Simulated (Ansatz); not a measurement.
**PBE0/def2-SVP run of CH4BFOSi (SMILES O=CB[SiH2]F)**

Aim: the vertical ionisation energy of CH4BFOSi at PBE0/def2-SVP, from 2 runs. 

The results are computed with Ansatz 0.2.0.

152 further runs of the same task are left out: 152 set aside as unsound or not needed.

**1. The structure to begin with**

The species is CH4BFOSi (9 atoms), meant as a singlet with charge 0. SMILES: `O=CB[SiH2]F`. The shape is that of a PBE0-D4/def2-TZVP optimisation. This is one conformer, not always the lowest.

Bond lengths: O1–C2 1.227 Å, C2–B3 1.522 Å, B3–Si4 2.001 Å, Si4–F5 1.610 Å, C2–H6 1.099 Å, B3–H7 1.195 Å, Si4–H8 1.489 Å, Si4–H9 1.486 Å. Some angles: O1–C2–B3 90.0°, C2–B3–Si4 120.9°, B3–Si4–F5 110.9°, O1–C2–H6 122.9°, B3–C2–H6 147.1°, C2–B3–H7 117.0°, Si4–B3–H7 122.0°, B3–Si4–H8 109.8°, B3–Si4–H9 112.6°, F5–Si4–H8 107.4°.

**2. The energy at PBE0/def2-SVP**

The input, run.yaml:

```yaml
crystal:
  periodic: [false, false, false]
  atoms:
    - {symbol: O, position_ang: [-0.789500, 0.780400, 1.703800]}
    - {symbol: C, position_ang: [-0.128300, 1.442100, 0.910400]}
    - {symbol: B, position_ang: [0.628100, 0.188700, 0.495800]}
    - {symbol: Si, position_ang: [-0.077200, -1.007600, -0.945000]}
    - {symbol: F, position_ang: [-1.360800, -0.349200, -1.659700]}
    - {symbol: H, position_ang: [-0.262400, 2.525000, 0.778500]}
    - {symbol: H, position_ang: [1.608700, -0.084900, 1.121700]}
    - {symbol: H, position_ang: [0.964000, -1.202600, -1.991900]}
    - {symbol: H, position_ang: [-0.494200, -2.338100, -0.430900]}
basis:
  gaussian: {orbitals: def2-SVP}
magnetization: {spin_polarized: false, initial_magnetization: 0}
hamiltonian: {xc: pbe0}
accuracy: high
output: {orbitals: {seedname: orbitals}}
```

On the command line:

```
$ ansatz run run.yaml --threads 1 --pin off --max-ram 3480MiB --events-out events.jsonl --progress --plain --runs-dir runs
```

Output:

```text
Warning: RAYON_NUM_THREADS=1 ignored (pool sized by the plan → 1); use --threads N
Functional definition: PBE0
  name "PBE0"
  parameter a = 0.25
  parameter kappa = 0.804
  parameter beta = 0.06672455060314922
  exchange = (1 - a)*pbe_x(kappa = kappa, mu = beta*pi^2/3) + a*exact_x
  correlation = pbe_c(beta = beta)
2118 factors; integrals over basis functions are off by at most 3.7e-9 eV
mean field evaluation 1: about -14398.7792 eV, gradient 3.9e1 eV
mean field evaluation 2: about -14393.4215 eV, gradient 6.7e1 eV
mean field evaluation 4: about -14401.6095 eV, gradient 3.5e0 eV
mean field evaluation 8: about -14401.8480 eV, gradient 2.7e-1 eV
mean field evaluation 16: about -14401.8482 eV, gradient 5.2e-5 eV
mean field -14401.84821075 eV, -529.2581598216 hartree, gradient 2.3e-8 eV, S^2 0.000000; 0 other end points of the search recorded, 0 dependent functions left out
reference -14401.84821332 eV, -529.2581599161 hartree; 23, 23 occupied and 71, 71 virtual orbitals, 2118 factors
Total energy: -14401.84821332 eV, -529.2581599161 hartree
```

Run time: 8.7 s. Hardware: 1 thread of Arm Neoverse V2, shared host; peak memory 0.32 GiB.

**3. The doublet cation, same level**

The input, molecule.yaml:

```yaml
crystal:
  periodic: [false, false, false]
  atoms:
    - {symbol: O, position_ang: [-0.789500, 0.780400, 1.703800]}
    - {symbol: C, position_ang: [-0.128300, 1.442100, 0.910400]}
    - {symbol: B, position_ang: [0.628100, 0.188700, 0.495800]}
    - {symbol: Si, position_ang: [-0.077200, -1.007600, -0.945000]}
    - {symbol: F, position_ang: [-1.360800, -0.349200, -1.659700]}
    - {symbol: H, position_ang: [-0.262400, 2.525000, 0.778500]}
    - {symbol: H, position_ang: [1.608700, -0.084900, 1.121700]}
    - {symbol: H, position_ang: [0.964000, -1.202600, -1.991900]}
    - {symbol: H, position_ang: [-0.494200, -2.338100, -0.430900]}
basis:
  gaussian:
    orbitals: def2-SVP
total_charge: 1
magnetization:
  spin_polarized: true
  initial_magnetization: 1
hamiltonian:
  xc: pbe0
accuracy: high
output: {orbitals: {seedname: orbitals}}
```

On the command line:

```
$ ansatz run molecule.yaml --threads 1 --pin off --max-ram 3480MiB --events-out events.jsonl --progress --plain --runs-dir runs
```

Output, shortened:

```text
Warning: RAYON_NUM_THREADS=1 ignored (pool sized by the plan → 1); use --threads N
[... 7 set-up lines as earlier in the session ...]
2117 factors; integrals over basis functions are off by at most 3.7e-9 eV
mean field evaluation 1: about -14377.5511 eV, gradient 5.4e1 eV
mean field evaluation 2: about -14316.2937 eV, gradient 1.2e2 eV
mean field evaluation 4: about -14389.8500 eV, gradient 1.8e1 eV
mean field evaluation 8: about -14391.5095 eV, gradient 1.3e0 eV
mean field evaluation 16: about -14391.5474 eV, gradient 1.0e-1 eV
mean field evaluation 32: about -14391.5478 eV, gradient 1.2e-5 eV
mean field -14391.54783969 eV, -528.8796281671 hartree, gradient 5.9e-8 eV, S^2 0.773072; 4 other end points of the search recorded, 0 dependent functions left out
reference -14391.54784235 eV, -528.8796282650 hartree; 23, 22 occupied and 71, 72 virtual orbitals, 2117 factors
Total energy: -14391.54784235 eV, -528.8796282650 hartree
```

It took 26 s on 1 thread of Arm Neoverse V2, shared host; peak memory 0.46 GiB.

**4. Outcome**

Level: PBE0/def2-SVP.

```
                                          quantity          value
                    singlet CH4BFOSi: total energy  -529.25816 Eh
                     singlet CH4BFOSi: HOMO energy       -8.14 eV
                     singlet CH4BFOSi: LUMO energy       -1.80 eV
                   singlet CH4BFOSi: HOMO–LUMO gap        6.34 eV
                      doublet cation: total energy  -528.87963 Eh
doublet cation: HOMO energy (highest over α and β)      -14.52 eV
 doublet cation: LUMO energy (lowest over α and β)      -12.45 eV
                              doublet cation: ⟨S²⟩          0.773
vertical ionisation energy (to the doublet cation)      10.300 eV
```

Removing an electron at fixed nuclei costs 10.30 eV (994 kJ/mol). The negative HOMO energy of the first species, 8.14 eV, lies 2.16 eV below that difference.
